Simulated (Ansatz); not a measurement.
## GaSb3 under changes of volume

One of the cells (25.960 Å³/atom); the others are scaled copies at fixed shape and fractional positions:

```
Sb Ga
1.0
     0.00000    3.73060    3.73060
     3.73060    0.00000    3.73060
     3.73060    3.73060    0.00000
Sb Ga
3 1
Direct
  0.50000 0.50000 0.50000
  0.75000 0.75000 0.75000
  0.25000 0.25000 0.25000
  0.00000 0.00000 0.00000
```

The cell comes from a database or a generator and needn't be the stable form of this composition.

* Program: Ansatz 0.2.0
* Functional: LDA
* Potentials or basis: all-electron LAPW, scalar-relativistic
* Cutoff: 159 eV (chosen from the basis error)
* Basis error allowed: 0.002 eV/atom
* k mesh: 6 × 6 × 6
* Occupations: fermi-dirac, width 0.05 eV
* Spin: no spin polarisation

| volume (Å³/atom) | energy over the lowest point (meV/atom) | pressure (GPa) |
| --- | --- | --- |
| 24.402 | 0.00 | -1.6 |
| 24.922 | 6.98 | -2.6 |
| 25.441 | ? | ? |
| 25.960 | 30.02 | -4.5 |
| 26.479 | 45.60 | -5.2 |
| 26.998 | 63.68 | -6.0 |
| 27.518 | 84.06 | -6.6 |

Q: What does the run at 25.441 Å³/atom give?

A: Energy over the lowest point 17.09 meV/atom; pressure -3.6 GPa.

Worked out: A Birch-Murnaghan fit of order 3 (a polynomial in V^(-2/3)) to the other rows has no minimum within the range. It gives 17.06 meV/atom at 25.441 Å³/atom, against the run's 17.09, and -dE/dV = -3.6 GPa, against -3.6.

Energies are extrapolated to zero smearing.
